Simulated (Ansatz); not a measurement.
Born–Oppenheimer molecular dynamics of a periodic cell of 25 atoms, CuSi8O16 (host SiO2, host structure P4_12_12, interstitial Cu), cell charge +1. It goes on from the last frame of an earlier run, with new velocities.

Theory: DFT PBE, scalar-relativistic, plane waves, PAW in Ansatz 0.2.0. Settings: accuracy low, PAW set soft_1, cutoff 420 eV, k mesh 1x1x2, fermi-dirac smearing 0.02 eV, no spin polarisation.

```yaml
ensemble: NVT, Nosé–Hoover chain
time_step: 1 fs
steps_asked: 200
set_temperature: 1680 K
starting_velocities: zero
thermostat: time constant 100 fs, chain length 1
seed: 322713
```

Frames 10 fs apart, positions in Å.

Velocities at 110 fs (Å/ps):

```
Si 4.14 3.63 -3.26
Si -0.71 6.71 9.60
Si 0.80 -5.90 -0.17
Si -2.48 -2.87 -3.54
O -10.90 5.15 -7.84
O 0.33 2.54 4.94
O 7.84 -0.01 -6.33
O -6.70 10.55 7.03
O -1.84 -9.32 -6.67
O 0.48 -1.31 7.86
O 9.04 -0.83 6.28
O -1.51 -0.71 -1.61
Si -8.02 0.18 -3.61
Si 0.45 0.32 -4.89
Si -8.63 0.10 0.74
Si -0.74 0.97 -1.86
O 5.12 7.92 -10.96
O 6.42 0.92 7.46
O -5.90 -6.61 -1.32
O -0.91 -5.77 -6.58
O -7.40 -4.68 9.70
O 0.41 -5.69 -9.10
O 3.95 6.53 -2.28
O 3.41 -6.98 0.13
Cu 6.25 0.71 5.42
```

```xyz
25
Lattice="-4.7460 -4.7460 0.0000 4.7460 -4.7460 0.0000 0.0000 0.0000 6.4450" Properties=species:S:1:pos:R:3 time_fs=110 energy_less_start_eV=-0.624 T=738
Si 1.649 -3.240 0.137
Si 0.873 -0.943 1.805
Si -1.375 -6.526 3.373
Si 4.034 -4.316 4.962
O 1.193 -4.118 1.438
O -2.973 -6.122 3.103
O -0.985 -5.912 4.766
O 3.098 -3.440 6.061
O -1.028 -8.113 3.642
O -0.636 -5.995 2.060
O 1.365 -1.618 0.510
O 0.727 -3.753 5.226
Si -3.224 -3.494 0.224
Si 0.930 -5.738 1.561
Si -1.520 -1.955 3.317
Si -0.877 -4.280 5.014
O -3.815 -4.035 1.556
O 1.744 -6.374 2.908
O 3.516 -5.845 4.716
O -1.664 -3.895 6.387
O -1.319 -3.437 3.662
O -0.550 -1.550 2.117
O 1.412 -6.564 0.332
O 0.871 -8.763 5.273
Cu 1.457 -3.582 3.492
25
Lattice="-4.7460 -4.7460 0.0000 4.7460 -4.7460 0.0000 0.0000 0.0000 6.4450" Properties=species:S:1:pos:R:3 time_fs=120 energy_less_start_eV=-0.987 T=978
Si 1.635 -3.178 0.096
Si 0.875 -0.861 1.912
Si -1.370 -6.592 3.362
Si 3.995 -4.322 4.934
O 1.086 -4.088 1.374
O -2.950 -6.107 3.165
O -0.880 -5.850 4.737
O 3.148 -3.396 6.104
O -1.066 -8.222 3.543
O -0.591 -5.993 2.093
O 1.484 -1.683 0.522
O 0.697 -3.763 5.258
Si -3.255 -3.451 0.135
Si 0.918 -5.747 1.577
Si -1.576 -1.934 3.336
Si -0.878 -4.275 5.013
O -3.804 -4.034 1.533
O 1.708 -6.313 2.921
O 3.491 -5.865 4.714
O -1.681 -3.939 6.336
O -1.399 -3.539 3.759
O -0.579 -1.595 2.036
O 1.457 -6.545 0.258
O 0.837 -8.855 5.263
Cu 1.521 -3.577 3.542
25
Lattice="-4.7460 -4.7460 0.0000 4.7460 -4.7460 0.0000 0.0000 0.0000 6.4450" Properties=species:S:1:pos:R:3 time_fs=130 energy_less_start_eV=0.363 T=687
Si 1.578 -3.148 0.053
Si 0.893 -0.844 1.962
Si -1.339 -6.628 3.360
Si 3.924 -4.289 4.935
O 1.009 -4.123 1.335
O -2.914 -6.109 3.238
O -0.752 -5.828 4.687
O 3.293 -3.459 6.102
O -1.138 -8.315 3.406
O -0.577 -6.002 2.069
O 1.579 -1.655 0.591
O 0.670 -3.754 5.330
Si -3.212 -3.387 0.008
Si 0.904 -5.752 1.610
Si -1.575 -1.940 3.354
Si -0.855 -4.285 5.066
O -3.825 -4.071 1.564
O 1.610 -6.207 2.901
O 3.521 -5.823 4.722
O -1.742 -3.939 6.356
O -1.536 -3.535 3.727
O -0.633 -1.600 2.032
O 1.470 -6.549 0.182
O 0.716 -8.961 5.236
Cu 1.584 -3.578 3.583
25
Lattice="-4.7460 -4.7460 0.0000 4.7460 -4.7460 0.0000 0.0000 0.0000 6.4450" Properties=species:S:1:pos:R:3 time_fs=140 energy_less_start_eV=0.323 T=825
Si 1.610 -3.156 0.090
Si 0.908 -0.914 1.952
Si -1.280 -6.619 3.345
Si 3.847 -4.259 4.894
O 0.997 -4.153 1.281
O -2.900 -6.127 3.296
O -0.624 -5.882 4.618
O 3.209 -3.486 6.192
O -1.217 -8.334 3.308
O -0.680 -6.051 2.009
O 1.635 -1.595 0.696
O 0.637 -3.718 5.328
Si -3.241 -3.393 -0.064
Si 0.893 -5.752 1.546
Si -1.592 -1.935 3.354
Si -0.875 -4.287 5.089
O -3.813 -4.023 1.498
O 1.690 -6.147 3.004
O 3.548 -5.829 4.692
O -1.721 -3.944 6.391
O -1.649 -3.491 3.715
O -0.622 -1.549 2.109
O 1.419 -6.496 0.187
O 0.702 -8.997 5.254
Cu 1.641 -3.588 3.620
25
Lattice="-4.7460 -4.7460 0.0000 4.7460 -4.7460 0.0000 0.0000 0.0000 6.4450" Properties=species:S:1:pos:R:3 time_fs=150 energy_less_start_eV=0.805 T=820
Si 1.651 -3.149 0.202
Si 0.927 -0.938 1.935
Si -1.255 -6.580 3.304
Si 3.797 -4.250 4.840
O 1.030 -4.156 1.254
O -2.904 -6.150 3.313
O -0.515 -5.887 4.607
O 3.052 -3.521 6.253
O -1.229 -8.273 3.317
O -0.705 -6.092 1.846
O 1.677 -1.682 0.698
O 0.623 -3.627 5.264
Si -3.320 -3.441 -0.016
Si 0.867 -5.779 1.522
Si -1.600 -1.915 3.354
Si -0.930 -4.296 5.021
O -3.784 -4.019 1.392
O 1.709 -6.047 3.002
O 3.579 -5.845 4.679
O -1.666 -3.943 6.412
O -1.674 -3.527 3.818
O -0.536 -1.468 2.206
O 1.347 -6.497 0.189
O 0.686 -8.948 5.242
Cu 1.679 -3.608 3.662
25
Lattice="-4.7460 -4.7460 0.0000 4.7460 -4.7460 0.0000 0.0000 0.0000 6.4450" Properties=species:S:1:pos:R:3 time_fs=160 energy_less_start_eV=0.399 T=1149
Si 1.570 -3.200 0.250
Si 1.003 -0.888 1.917
Si -1.261 -6.494 3.234
Si 3.780 -4.248 4.855
O 1.041 -4.211 1.349
O -2.888 -6.141 3.259
O -0.490 -5.849 4.580
O 3.130 -3.665 6.131
O -1.137 -8.157 3.395
O -0.691 -6.144 1.713
O 1.671 -1.704 0.694
O 0.610 -3.495 5.222
Si -3.326 -3.478 0.069
Si 0.844 -5.789 1.537
Si -1.598 -1.918 3.377
Si -0.920 -4.303 4.979
O -3.802 -4.170 1.433
O 1.655 -5.950 2.866
O 3.607 -5.839 4.704
O -1.706 -3.925 6.394
O -1.687 -3.490 3.843
O -0.482 -1.416 2.297
O 1.297 -6.622 0.151
O 0.587 -8.835 5.166
Cu 1.693 -3.639 3.712
25
Lattice="-4.7460 -4.7460 0.0000 4.7460 -4.7460 0.0000 0.0000 0.0000 6.4450" Properties=species:S:1:pos:R:3 time_fs=170 energy_less_start_eV=0.154 T=1464
Si 1.511 -3.317 0.168
Si 1.063 -0.923 1.951
Si -1.267 -6.407 3.158
Si 3.829 -4.270 4.845
O 1.028 -4.208 1.469
O -2.812 -6.088 3.179
O -0.560 -5.761 4.494
O 3.038 -3.737 6.146
O -1.031 -8.011 3.485
O -0.731 -6.210 1.685
O 1.632 -1.710 0.660
O 0.552 -3.378 5.273
Si -3.306 -3.550 0.072
Si 0.842 -5.832 1.468
Si -1.607 -1.873 3.400
Si -0.860 -4.265 5.020
O -3.852 -4.189 1.523
O 1.748 -5.980 2.822
O 3.580 -5.856 4.729
O -1.776 -3.936 6.308
O -1.712 -3.408 3.744
O -0.465 -1.414 2.359
O 1.250 -6.708 0.190
O 0.621 -8.652 5.175
Cu 1.694 -3.679 3.760
25
Lattice="-4.7460 -4.7460 0.0000 4.7460 -4.7460 0.0000 0.0000 0.0000 6.4450" Properties=species:S:1:pos:R:3 time_fs=180 energy_less_start_eV=2.353 T=1014
Si 1.486 -3.368 0.114
Si 1.016 -1.043 1.959
Si -1.228 -6.369 3.135
Si 3.938 -4.261 4.831
O 0.990 -4.145 1.495
O -2.741 -6.013 3.200
O -0.643 -5.605 4.409
O 2.868 -3.794 6.226
O -0.994 -7.928 3.589
O -0.715 -6.230 1.655
O 1.551 -1.832 0.563
O 0.445 -3.316 5.344
Si -3.315 -3.645 0.090
Si 0.853 -5.883 1.419
Si -1.592 -1.810 3.389
Si -0.854 -4.140 5.007
O -3.868 -4.024 1.531
O 1.831 -6.075 2.799
O 3.534 -5.827 4.809
O -1.782 -4.001 6.228
O -1.656 -3.445 3.694
O -0.414 -1.443 2.371
O 1.250 -6.725 0.233
O 0.689 -8.511 5.193
Cu 1.692 -3.727 3.796
25
Lattice="-4.7460 -4.7460 0.0000 4.7460 -4.7460 0.0000 0.0000 0.0000 6.4450" Properties=species:S:1:pos:R:3 time_fs=190 energy_less_start_eV=2.263 T=1306
Si 1.418 -3.363 0.166
Si 0.985 -1.084 1.861
Si -1.148 -6.369 3.173
Si 4.009 -4.185 4.907
O 0.915 -4.179 1.446
O -2.794 -5.928 3.235
O -0.633 -5.446 4.368
O 2.975 -3.959 6.132
O -1.048 -7.941 3.675
O -0.654 -6.210 1.621
O 1.411 -1.830 0.556
O 0.395 -3.261 5.350
Si -3.289 -3.661 0.156
Si 0.887 -5.850 1.465
Si -1.532 -1.833 3.412
Si -0.943 -3.999 4.889
O -3.862 -4.081 1.595
O 1.745 -6.137 2.708
O 3.507 -5.759 4.858
O -1.800 -4.106 6.274
O -1.542 -3.409 3.645
O -0.431 -1.507 2.366
O 1.363 -6.766 0.156
O 0.686 -8.491 5.118
Cu 1.684 -3.780 3.819
```

Of the whole run (200 fs, mean temperature of the second half 1007 K): The conserved energy stayed within 0.51 meV per atom of its start (net change 0.33 meV per atom), so the integration is sound. The mean temperature of the second half is 40 % below the set value. A run of 0.2 ps of so small a system gives no equilibrium averages. Limits of this set-up: coarse k mesh, a small cell, in which the defect meets its images, low accuracy level, charged cell in a uniform background, uncorrected.

Run time: 9.6 min on 1 thread of Arm Neoverse V1, on a shared host, peak memory 0.55 GiB.
